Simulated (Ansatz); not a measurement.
**H4InOSi radical: basis-set convergence**

An exercise on one series of results from a longer session: the logs are not shown, and one member is left open.

Program: Ansatz 0.2.0, Gaussian basis. Level of theory: one geometry, several basis sets. These are calculated values, not measurements.

Levels to be run: PBE0-D4/def2-SVP; ωB97M-V/def2-SVP; PBE0-D4/def2-QZVPP; ωB97M-V/def2-QZVPP; the functionals' def2-TZVPP values are taken from earlier runs.

## Structure used throughout

An earlier PBE0-D4 in a triple-zeta def2 set relaxation fixed the geometry. In takes the def2 core potential; no spin-orbit term is included.

SMILES `[SiH3][O][InH]`, 7 atoms, charge 0, spin multiplicity 2.

Atoms are counted from 1 here; the program's logs count them from 0.

Bond lengths: Si1–O2 1.625 Å, Si1–H4 1.490 Å, Si1–H5 1.495 Å, Si1–H6 1.490 Å, O2–In3 2.002 Å, In3–H7 1.772 Å. Angles: O2–Si1–H4 110.7°, O2–Si1–H5 111.9°, O2–Si1–H6 110.7°, H4–Si1–H5 107.6°, H4–Si1–H6 108.2°, H5–Si1–H6 107.6°, Si1–O2–In3 141.8°, O2–In3–H7 112.6°.

Set-up of the first run:

in.yaml reads:

```yaml
crystal:
  periodic: [false, false, false]
  atoms:
    - {symbol: Si, position_ang: [-0.961450, 0.595669, -0.254350]}
    - {symbol: O, position_ang: [0.217249, -0.339854, 0.357902]}
    - {symbol: In, position_ang: [2.097977, -0.929591, 0.008917]}
    - {symbol: H, position_ang: [-2.179399, -0.213518, -0.541730]}
    - {symbol: H, position_ang: [-0.544735, 1.254720, -1.529414]}
    - {symbol: H, position_ang: [-1.334243, 1.670808, 0.707975]}
    - {symbol: H, position_ang: [2.704591, -2.038235, 1.250690]}
basis:
  gaussian: {orbitals: def2-SVP}
magnetization: {spin_polarized: true, initial_magnetization: 1}
hamiltonian: {xc: pbe0, dispersion: d4}
output: {orbitals: {seedname: orbitals}}
```

Among the steps run: PBE0-D4 in def2-SVP; ωB97M-V in def2-SVP; PBE0-D4 in def2-QZVPP; ωB97M-V in def2-QZVPP.

One of the session's tables, all rows but one given; the rest of the session is left out.

It belongs to the step «Density functionals: the series». 

```
functional       basis  HOMO (eV)  LUMO (eV)
   PBE0-D4    def2-SVP      -6.19      -3.26
   PBE0-D4  def2-TZVPP      -6.24      -3.30
   PBE0-D4  def2-QZVPP      -6.25      -3.31
   ωB97M-V    def2-SVP      -8.17      -1.64
   ωB97M-V  def2-TZVPP          ?          ?
   ωB97M-V  def2-QZVPP      -8.27      -1.75
```

Q: Estimate the row for ωB97M-V, def2-TZVPP from the others.

The run gave: HOMO (eV): -8.26; LUMO (eV): -1.72. In the column «HOMO (eV)» it lies between ωB97M-V, def2-QZVPP (-8.27) and ωB97M-V, def2-SVP (-8.17).
